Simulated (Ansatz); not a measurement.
# GeH2O + H2S: a complex and its separated parts, part 2 of 2

Ansatz 0.2.0, Gaussian basis. The steps go on from the part before.

## Step 13: CAM-B3LYP-D4/def2-TZVPP

The inputs:

parta/in.yaml

```yaml
crystal:
  periodic: [false, false, false]
  atoms:
    - {symbol: Ge, position_ang: [-0.710226, 0.252894, 0.938421]}
    - {symbol: O, position_ang: [-1.784721, -0.557712, 0.015119]}
    - {symbol: H, position_ang: [-0.502130, 1.778429, 0.858733]}
    - {symbol: H, position_ang: [0.200095, -0.428803, 1.979339]}
basis:
  gaussian: {orbitals: def2-TZVPP}
hamiltonian: {xc: {name: CAM-B3LYP}, dispersion: d4}
```

partb/in.yaml

```yaml
crystal:
  periodic: [false, false, false]
  atoms:
    - {symbol: S, position_ang: [1.348057, -0.038036, -0.925284]}
    - {symbol: H, position_ang: [0.453988, 0.322711, -1.857820]}
    - {symbol: H, position_ang: [0.995036, -1.329381, -1.008510]}
basis:
  gaussian: {orbitals: def2-TZVPP}
hamiltonian: {xc: {name: CAM-B3LYP}, dispersion: d4}
```

One command serves all of them, each in its own folder.

Started as:

```sh
ansatz run in.yaml --threads 2 --pin off --events-out ev --progress --plain --max-ram 4352MiB
```

parta printed (excerpt; [...] marks lines left out):

```text
Functional definition: CAM-B3LYP
  name "CAM-B3LYP"
  cite "Yanai, Tew & Handy, Chem. Phys. Lett. 393, 51 (2004) doi:10.1016/j.cplett.2004.06.011"
  cite "Iikura, Tsuneda, Yanai & Hirao, J. Chem. Phys. 115, 3540 (2001) doi:10.1063/1.1383587"
  cite "Becke, Phys. Rev. A 38, 3098 (1988) doi:10.1103/PhysRevA.38.3098"
  cite "Lee, Yang & Parr, Phys. Rev. B 37, 785 (1988) doi:10.1103/PhysRevB.37.785"
[...]
  # Exact exchange under (alpha + beta erf(omega r))/r, Becke's under what is left of 1/r.
[...]
658 factors; their error is unknown
153 factors; integrals over basis functions are off by at most 8.9e-6 eV
[...]
mean field -58599.97802194 eV, -2153.5094718145 hartree, gradient 1.1e-5 eV, S^2 0.000000; 0 other end points of the search recorded, 0 dependent functions left out
reference -58599.97811659 eV, -2153.5094752928 hartree; 21, 21 occupied and 86, 86 virtual orbitals, 658 factors
Total energy: -58600.01572860 eV, -2153.5108575086 hartree
```

Log of partb (excerpt; [...] marks lines left out):

```text
[... 6 set-up lines as earlier in the session ...]
[...]
  # Exact exchange under (alpha + beta erf(omega r))/r, Becke's under what is left of 1/r.
[...]
414 factors; their error is unknown
87 factors; integrals over basis functions are off by at most 9.9e-5 eV
[...]
mean field -10868.61809494 eV, -399.4143479751 hartree, gradient 1.9e-5 eV, S^2 0.000000; 0 other end points of the search recorded, 0 dependent functions left out
reference -10868.61817202 eV, -399.4143508077 hartree; 9, 9 occupied and 61, 61 virtual orbitals, 414 factors
Total energy: -10868.63012725 eV, -399.4147901545 hartree
```

Times: 0.9 s (parta), 0.35 s (partb) on 2 threads of Intel Xeon Platinum 8375C at 2.90GHz, shared host.

## Step 14: wB97X-V/def2-TZVPP

Each input of step 13 (parta, partb) changes in the same lines:

```diff
-hamiltonian: {xc: {name: CAM-B3LYP}, dispersion: d4}
+hamiltonian: {xc: {name: wB97X-V}}
```

One command serves all of them, each in its own folder.

Started as:

```sh
ansatz run in.yaml --threads 2 --pin off --events-out ev --progress --plain --max-ram 4352MiB
```

Output in parta (excerpt; [...] marks lines left out):

```text
Functional definition: wB97X-V
  name "wB97X-V"
  cite "Mardirossian & Head-Gordon, Phys. Chem. Chem. Phys. 16, 9904 (2014) doi:10.1039/C3CP54374A"
[... 2 set-up lines as earlier in the session ...]
[...]
      + integral(e_c_pw_opposite_spin*poly(b97_u_opposite, cos0, cos1)) + vv10(b, c)
658 factors; their error is unknown
133 factors; integrals over basis functions are off by at most 2.0e-5 eV
[...]
mean field -58591.37988122 eV, -2153.1934959711 hartree, gradient 5.3e-5 eV, S^2 0.000000; 0 other end points of the search recorded, 0 dependent functions left out
reference -58591.37987985 eV, -2153.1934959208 hartree; 21, 21 occupied and 86, 86 virtual orbitals, 658 factors
Total energy: -58591.37987985 eV, -2153.1934959208 hartree
```

Log of partb (excerpt; [...] marks lines left out):

```text
[... 5 set-up lines as earlier in the session ...]
[...]
      + integral(e_c_pw_opposite_spin*poly(b97_u_opposite, cos0, cos1)) + vv10(b, c)
409 factors; their error is unknown
87 factors; integrals over basis functions are off by at most 4.4e-5 eV
[...]
mean field -10866.66389752 eV, -399.3425325447 hartree, gradient 7.8e-5 eV, S^2 0.000000; 0 other end points of the search recorded, 0 dependent functions left out
reference -10866.66389636 eV, -399.3425325019 hartree; 9, 9 occupied and 61, 61 virtual orbitals, 409 factors
Total energy: -10866.66389636 eV, -399.3425325019 hartree
```

Wall times: 1.7 s (parta), 0.65 s (partb) on 2 threads of Intel Xeon Platinum 8375C at 2.90GHz, shared host.

## Step 15: wB97M-V/def2-TZVPP

The same edit goes into each in.yaml of step 14 (parta, partb):

```diff
-hamiltonian: {xc: {name: wB97X-V}}
+hamiltonian: {xc: {name: wB97M-V}}
```

One command serves all of them, each in its own folder.

Started as:

```sh
ansatz run in.yaml --threads 2 --pin off --events-out ev --progress --plain --max-ram 4352MiB
```

Output in parta (excerpt; [...] marks lines left out):

```text
Functional definition: wB97M-V
  name "wB97M-V"
  cite "Mardirossian & Head-Gordon, J. Chem. Phys. 144, 214110 (2016) doi:10.1063/1.4952647"
[... 2 set-up lines as earlier in the session ...]
  # Of w^i u^j: cxij and so on, Table III.
[...]
  gx(w, u) = 1 - cx + cx01*u + cx10*w
[...]
      + integral(e_c_pw_mod_opposite_spin*gos(b97_w_opposite, b97_u_opposite)) + vv10(b, c)
655 factors; their error is unknown
133 factors; integrals over basis functions are off by at most 2.0e-5 eV
[...]
mean field -58593.46084855 eV, -2153.2699701099 hartree, gradient 5.9e-5 eV, S^2 0.000000; 0 other end points of the search recorded, 0 dependent functions left out
reference -58593.46088165 eV, -2153.2699713262 hartree; 21, 21 occupied and 86, 86 virtual orbitals, 655 factors
Total energy: -58593.46088165 eV, -2153.2699713262 hartree
```

Output in partb (excerpt; [...] marks lines left out):

```text
[... 5 set-up lines as earlier in the session ...]
  # Of w^i u^j: cxij and so on, Table III.
[...]
  gx(w, u) = 1 - cx + cx01*u + cx10*w
[...]
      + integral(e_c_pw_mod_opposite_spin*gos(b97_w_opposite, b97_u_opposite)) + vv10(b, c)
409 factors; their error is unknown
87 factors; integrals over basis functions are off by at most 4.4e-5 eV
[...]
mean field -10867.51057581 eV, -399.3736473977 hartree, gradient 7.8e-6 eV, S^2 0.000000; 0 other end points of the search recorded, 0 dependent functions left out
reference -10867.51060398 eV, -399.3736484330 hartree; 9, 9 occupied and 61, 61 virtual orbitals, 409 factors
Total energy: -10867.51060398 eV, -399.3736484330 hartree
```

Wall times: 2 s (parta), 0.8 s (partb) on 2 threads of Intel Xeon Platinum 8375C at 2.90GHz, shared host.

## Step 16: B2PLYP/def2-TZVPP

The same edit goes into each in.yaml of step 15 (parta, partb):

```diff
-hamiltonian: {xc: {name: wB97M-V}}
+hamiltonian: {xc: {name: B2PLYP}}
```

One command serves all of them, each in its own folder.

Started as:

```sh
ansatz run in.yaml --threads 2 --pin off --events-out ev --progress --plain --max-ram 4352MiB
```

Output in parta (excerpt; [...] marks lines left out):

```text
Functional definition: B2PLYP
  name "B2PLYP"
  cite "Grimme, J. Chem. Phys. 124, 034108 (2006) doi:10.1063/1.2148954"
[... 2 set-up lines as earlier in the session ...]
[...]
673 factors; integrals over basis functions are off by at most 1.1e-3 eV
[...]
mean field -58581.57594748 eV, -2152.8332080514 hartree, gradient 3.0e-6 eV, S^2 0.000000; 0 other end points of the search recorded, 0 dependent functions left out
10 core orbitals not correlated: weight in the atoms' cores, before any rotation towards them, 1.000 or more for the frozen orbitals, at most 0.000 for the correlated occupied ones
reference -58581.57607203 eV, -2152.8332126287 hartree; 11, 11 occupied and 86, 86 virtual orbitals, 673 factors
second order -17.09363001 eV of doubles, -0.00000000 eV of singles
Total energy: -58586.19135213 eV, -2153.0028210441 hartree
```

Log of partb (excerpt; [...] marks lines left out):

```text
[... 5 set-up lines as earlier in the session ...]
[...]
386 factors; integrals over basis functions are off by at most 7.9e-4 eV
[...]
mean field -10863.10109266 eV, -399.2116018809 hartree, gradient 3.7e-6 eV, S^2 0.000000; 0 other end points of the search recorded, 0 dependent functions left out
5 core orbitals not correlated: weight in the atoms' cores, before any rotation towards them, 1.000 or more for the frozen orbitals, at most 0.000 for the correlated occupied ones
reference -10863.10119255 eV, -399.2116055519 hartree; 4, 4 occupied and 61, 61 virtual orbitals, 386 factors
second order -6.35678400 eV of doubles, -0.00000000 eV of singles
Total energy: -10864.81752424 eV, -399.2746795778 hartree
```

Wall times: 1.3 s (parta), 0.4 s (partb) on 2 threads of Intel Xeon Platinum 8375C at 2.90GHz, shared host.

## Step 17: PBE-QIDH/def2-TZVPP

The same edit goes into each in.yaml of step 16 (parta, partb):

```diff
-hamiltonian: {xc: {name: B2PLYP}}
+hamiltonian: {xc: {name: PBE-QIDH}}
```

The same command starts each run, in its folder.

Started as:

```sh
ansatz run in.yaml --threads 2 --pin off --events-out ev --progress --plain --max-ram 4352MiB
```

parta printed (excerpt; [...] marks lines left out):

```text
Functional definition: PBE-QIDH
  name "PBE-QIDH"
  cite "Brémond, Sancho-García, Pérez-Jiménez & Adamo, J. Chem. Phys. 141, 031101 (2014) doi:10.1063/1.4890314"
[... 1 set-up line as earlier in the session ...]
[...]
673 factors; integrals over basis functions are off by at most 1.1e-3 eV
[...]
mean field -58573.54133803 eV, -2152.5379416004 hartree, gradient 2.8e-6 eV, S^2 0.000000; 0 other end points of the search recorded, 0 dependent functions left out
10 core orbitals not correlated: weight in the atoms' cores, before any rotation towards them, 1.000 or more for the frozen orbitals, at most 0.000 for the correlated occupied ones
reference -58573.54134703 eV, -2152.5379419312 hartree; 11, 11 occupied and 86, 86 virtual orbitals, 673 factors
second order -15.62641834 eV of doubles, -0.00000000 eV of singles
Total energy: -58578.75015314 eV, -2152.7293620251 hartree
```

partb printed (excerpt; [...] marks lines left out):

```text
[... 4 set-up lines as earlier in the session ...]
[...]
386 factors; integrals over basis functions are off by at most 7.9e-4 eV
[...]
mean field -10860.20506511 eV, -399.1051748312 hartree, gradient 1.1e-6 eV, S^2 0.000000; 0 other end points of the search recorded, 0 dependent functions left out
5 core orbitals not correlated: weight in the atoms' cores, before any rotation towards them, 1.000 or more for the frozen orbitals, at most 0.000 for the correlated occupied ones
reference -10860.20507189 eV, -399.1051750805 hartree; 4, 4 occupied and 61, 61 virtual orbitals, 386 factors
second order -5.89909837 eV of doubles, -0.00000000 eV of singles
Total energy: -10862.17143801 eV, -399.1774377027 hartree
```

Times: 1.4 s (parta), 0.4 s (partb) on 2 threads of Intel Xeon Platinum 8375C at 2.90GHz, shared host.

## Step 18: RPA on PBE/def2-TZVPP

The same edit goes into each in.yaml of step 17 (parta, partb):

```diff
-hamiltonian: {xc: {name: PBE-QIDH}}
+hamiltonian: {xc: pbe}
+correlation: {method: rpa}
```

One command serves all of them, each in its own folder.

Started as:

```sh
ansatz run in.yaml --threads 2 --pin off --events-out ev --progress --plain --max-ram 4352MiB
```

Log of parta (excerpt; [...] marks lines left out):

```text
[... 4 set-up lines as earlier in the session ...]
[...]
673 factors; integrals over basis functions are off by at most 1.1e-3 eV
[...]
mean field -58586.78095667 eV, -2153.0244886111 hartree, gradient 6.5e-6 eV, S^2 0.000000; 0 other end points of the search recorded, 0 dependent functions left out
10 core orbitals not correlated: weight in the atoms' cores, before any rotation towards them, 1.000 or more for the frozen orbitals, at most 0.000 for the correlated occupied ones
reference -58540.39634273 eV, -2151.3198854894 hartree; 11, 11 occupied and 86, 86 virtual orbitals, 673 factors
Total energy: -58561.43275773 eV, -2152.0929594816 hartree
```

partb printed (excerpt; [...] marks lines left out):

```text
[... 4 set-up lines as earlier in the session ...]
[...]
386 factors; integrals over basis functions are off by at most 7.9e-4 eV
[...]
mean field -10863.54266007 eV, -399.2278291839 hartree, gradient 1.8e-6 eV, S^2 0.000000; 0 other end points of the search recorded, 0 dependent functions left out
5 core orbitals not correlated: weight in the atoms' cores, before any rotation towards them, 1.000 or more for the frozen orbitals, at most 0.000 for the correlated occupied ones
reference -10849.04802237 eV, -398.6951610732 hartree; 4, 4 occupied and 61, 61 virtual orbitals, 386 factors
Total energy: -10858.41208673 eV, -399.0392840912 hartree
```

Times: 1.1 s (parta), 0.4 s (partb) on 2 threads of Intel Xeon Platinum 8375C at 2.90GHz, shared host.

## Step 19: CCSD(T)/def2-TZVPP

The same edit goes into each in.yaml of step 18 (parta, partb):

```diff
-hamiltonian: {xc: pbe}
-correlation: {method: rpa}
+correlation: {method: ccsd_t}
```

The same command starts each run, in its folder.

Started as:

```sh
ansatz run in.yaml --threads 2 --pin off --events-out ev --progress --plain --max-ram 4352MiB
```

Output in parta (excerpt; [...] marks lines left out):

```text
Functional definition: HF
  name "HF"
  cite "Fock, Z. Phys. 61, 126 (1930) doi:10.1007/BF01340294"
[... 1 set-up line as earlier in the session ...]
[...]
673 factors; integrals over basis functions are off by at most 1.1e-3 eV
[...]
mean field -58541.68469738 eV, -2151.3672316495 hartree, gradient 2.0e-6 eV, S^2 0.000000; 1 other end points of the search recorded, 0 dependent functions left out
10 core orbitals not correlated: weight in the atoms' cores, before any rotation towards them, 1.000 or more for the frozen orbitals, at most 0.000 for the correlated occupied ones
reference -58541.68469738 eV, -2151.3672316495 hartree; 11, 11 occupied and 86, 86 virtual orbitals, 673 factors
second order -13.67974828 eV of doubles, -0.00000000 eV of singles
cycle   1  -12.93896033 eV  change    7.4e-1 eV  update   1.5e-1
[...]
cycle  11  -13.63179439 eV  change    1.3e-5 eV  update   8.1e-6
perturbative correction -0.61272101 eV, -0.0225170819 hartree
Total energy: -58555.92921278 eV, -2151.8907079354 hartree
```

partb printed (excerpt; [...] marks lines left out):

```text
[... 4 set-up lines as earlier in the session ...]
[...]
386 factors; integrals over basis functions are off by at most 7.9e-4 eV
[...]
mean field -10849.38783122 eV, -398.7076488183 hartree, gradient 1.3e-6 eV, S^2 0.000000; 0 other end points of the search recorded, 0 dependent functions left out
5 core orbitals not correlated: weight in the atoms' cores, before any rotation towards them, 1.000 or more for the frozen orbitals, at most 0.000 for the correlated occupied ones
reference -10849.38783122 eV, -398.7076488183 hartree; 4, 4 occupied and 61, 61 virtual orbitals, 386 factors
second order -5.20090350 eV of doubles, -0.00000000 eV of singles
cycle   1  -5.68437262 eV  change   -4.8e-1 eV  update   4.9e-2
[...]
cycle   8  -5.86287711 eV  change    3.2e-6 eV  update   5.9e-6
perturbative correction -0.21792312 eV, -0.0080085270 hartree
Total energy: -10855.46863145 eV, -398.9311141050 hartree
```

Times: 2.6 s (parta), 0.4 s (partb) on 2 threads of Intel Xeon Platinum 8375C at 2.90GHz, shared host.

## Step 20: Vibrations of GeH2O

File vib-parta/in.yaml:

```yaml
crystal:
  periodic: [false, false, false]
  atoms:
    - {symbol: Ge, position_ang: [-0.710226, 0.252894, 0.938421]}
    - {symbol: O, position_ang: [-1.784721, -0.557712, 0.015119]}
    - {symbol: H, position_ang: [-0.502130, 1.778429, 0.858733]}
    - {symbol: H, position_ang: [0.200095, -0.428803, 1.979339]}
basis:
  gaussian: {orbitals: def2-TZVP}
hamiltonian: {xc: pbe0, dispersion: d4}
phonons: {temperatures: {t_min: 298.15, t_max: 900, t_step: 200}}
```

Started as:

```sh
ansatz run in.yaml --threads 2 --pin off --events-out ev --progress --plain --max-ram 4352MiB
```

The program printed (excerpt; [...] marks lines left out):

```text
[... 5 set-up lines as earlier in the session ...]
[...]
640 factors; their error is unknown
[...]
mean field -58587.93863948 eV, -2153.0670326697 hartree, gradient 5.4e-5 eV, S^2 0.000000; 0 other end points of the search recorded, 0 dependent functions left out
[...]
Atom 1 at    -1.784721    -0.557712     0.015119 Å, force     0.002120     0.001540     0.001704 eV/Å
Atom 2 at    -0.502130     1.778429     0.858733 Å, force    -0.001178    -0.001835    -0.000957 eV/Å
Atom 3 at     0.200095    -0.428803     1.979339 Å, force    -0.001634    -0.000401    -0.001686 eV/Å
Dipole moment:     0.536860     0.405003     0.461303 e Å
Vibrations: 580.34 600.09 881.15 999.58 2124.77 2127.97 cm⁻¹, zero-point energy 0.453404 eV
```

It took 8.5 s on 2 threads of Intel Xeon Platinum 8375C at 2.90GHz, shared host.

Wavenumbers and character of the modes:

| mode | wavenumber (cm⁻¹) | character |
| --- | --- | --- |
| 1 | 580 | bend |
| 2 | 600 | out-of-plane bend |
| 3 | 881 | bend |
| 4 | 1000 | Ge–O stretch |
| 5 | 2125 | Ge–H stretch |
| 6 | 2128 | Ge–H stretch |

Vibrational sums (real modes only):

| T (K) | entropy (J/mol/K) | heat capacity (J/mol/K) |
| --- | --- | --- |
| 298 | 4.9 | 12.7 |
| 498 | 14.3 | 23.8 |
| 698 | 23.5 | 31.1 |
| 898 | 32.0 | 36.1 |

## Step 21: Vibrations of H2S

File vib-partb/in.yaml:

```yaml
crystal:
  periodic: [false, false, false]
  atoms:
    - {symbol: S, position_ang: [1.348057, -0.038036, -0.925284]}
    - {symbol: H, position_ang: [0.453988, 0.322711, -1.857820]}
    - {symbol: H, position_ang: [0.995036, -1.329381, -1.008510]}
basis:
  gaussian: {orbitals: def2-TZVP}
hamiltonian: {xc: pbe0, dispersion: d4}
phonons: {temperatures: {t_min: 298.15, t_max: 900, t_step: 200}}
```

Started as:

```sh
ansatz run in.yaml --threads 2 --pin off --events-out ev --progress --plain --max-ram 4352MiB
```

The program printed (excerpt; [...] marks lines left out):

```text
[... 5 set-up lines as earlier in the session ...]
[...]
359 factors; their error is unknown
[...]
mean field -10864.45046313 eV, -399.2611903311 hartree, gradient 4.8e-5 eV, S^2 0.000000; 0 other end points of the search recorded, 0 dependent functions left out
[...]
Total energy: -10864.46265913 eV, -399.2616385256 hartree
Atom 0 at     1.348057    -0.038036    -0.925284 Å, force     0.000959     0.000716     0.000782 eV/Å
Atom 1 at     0.453988     0.322711    -1.857820 Å, force    -0.000760     0.000497    -0.000830 eV/Å
Atom 2 at     0.995036    -1.329381    -1.008510 Å, force    -0.000200    -0.001213     0.000049 eV/Å
Dipole moment:    -0.162427    -0.121206    -0.132298 e Å
Vibrations: 1209.01 2724.68 2739.99 cm⁻¹, zero-point energy 0.413716 eV
```

Run time: 1.1 s. Hardware: 2 threads of Intel Xeon Platinum 8375C at 2.90GHz, shared host.

Wavenumbers and character of the modes:

| mode | wavenumber (cm⁻¹) | character |
| --- | --- | --- |
| 1 | 1209 | bend |
| 2 | 2725 | S–H stretch |
| 3 | 2740 | S–H stretch |

Vibrational sums (real modes only):

| T (K) | entropy (J/mol/K) | heat capacity (J/mol/K) |
| --- | --- | --- |
| 298 | 0.2 | 0.8 |
| 498 | 1.2 | 3.7 |
| 698 | 3.0 | 7.0 |
| 898 | 5.1 | 10.2 |

## Step 22: Complex less separated parts

The complex's own energies come from single points at the same levels.

Rows are in def2-TZVPP; times add the 3 runs of a level on a shared host, so small differences are noise.

| method | rung | complex less parts (kJ/mol) | from CCSD(T) (kJ/mol) | time |
| --- | --- | --- | --- | --- |
| SPW92 | LDA | -67.0 | -34.1 | 1.4 s |
| PBE-D4 | GGA | -48.4 | -15.5 | 2.2 s |
| BLYP-D4 | GGA | -38.6 | -5.7 | 2.2 s |
| r2SCAN-D4 | meta-GGA | -49.1 | -16.2 | 4.2 s |
| B97M-V | meta-GGA | -39.9 | -7.0 | 8.7 s |
| PBE0-D4 | hybrid | -49.4 | -16.5 | 3 s |
| B3LYP-D4 | hybrid | -40.9 | -8.0 | 3 s |
| r2SCAN0-D4 | hybrid | -49.9 | -17.0 | 4.9 s |
| BHLYP-D4 | hybrid | -44.3 | -11.4 | 2.9 s |
| CAM-B3LYP-D4 | range-separated hybrid | -40.1 | -7.2 | 3.8 s |
| wB97X-V | range-separated hybrid | -42.3 | -9.4 | 7.9 s |
| wB97M-V | range-separated hybrid | -41.8 | -8.9 | 8.3 s |
| B2PLYP | double hybrid | -30.5 | +2.4 | 5.6 s |
| PBE-QIDH | double hybrid | -43.1 | -10.2 | 5.7 s |
| RPA on PBE | RPA | -25.9 | +7.0 | 4.9 s |
| Hartree-Fock | wavefunction | -23.6 | +9.3 |  |
| MP2 | wavefunction | -35.4 | -2.5 |  |
| CCSD | wavefunction | -31.6 | +1.3 |  |
| CCSD(T) | wavefunction | -32.9 | 0 | 38 s |

Among the levels timed on like hardware and quicker than the yardstick, those that no quicker one beats, quickest first: SPW92 (1.4 s, -34.1 kJ/mol); BLYP-D4 (2.2 s, -5.7 kJ/mol); B2PLYP (5.6 s, +2.4 kJ/mol).

For cost: B2PLYP gets within 2.4 kJ/mol in 5.6 s, where CCSD(T) took 38 s; the quickest level in the cost chart, SPW92, takes 1.4 s and misses by 34.1 kJ/mol.

The complex's zero-point energy, from a separate PBE0-D4 run, is 0.967 eV.

## Step 23: Results

This closing draws on all 2 parts.

```
                              quantity         value
complex less parts, CCSD(T)/def2-TZVPP  -32.9 kJ/mol
                with zero-point energy  -23.3 kJ/mol
                 largest T1 diagnostic         0.022
```

At CCSD(T) the complex lies 32.9 kJ/mol below its parts. Among the functionals B2PLYP lands nearest to CCSD(T) (+2.4 kJ/mol) and SPW92 farthest (-34.1 kJ/mol). Mean unsigned error by rung: LDA 34.1, GGA 10.6, meta-GGA 11.6, hybrid 13.2, range-separated hybrid 8.5, double hybrid 6.3 kJ/mol. PBE-D4 gives a relative energy 15.5 kJ/mol too low, outside chemical accuracy (1 kcal/mol, 4.2 kJ/mol). No counterpoise was applied, and triple zeta lacks some correlation, so the CCSD(T) reference has a basis error of its own, and close matches with it are partly luck.
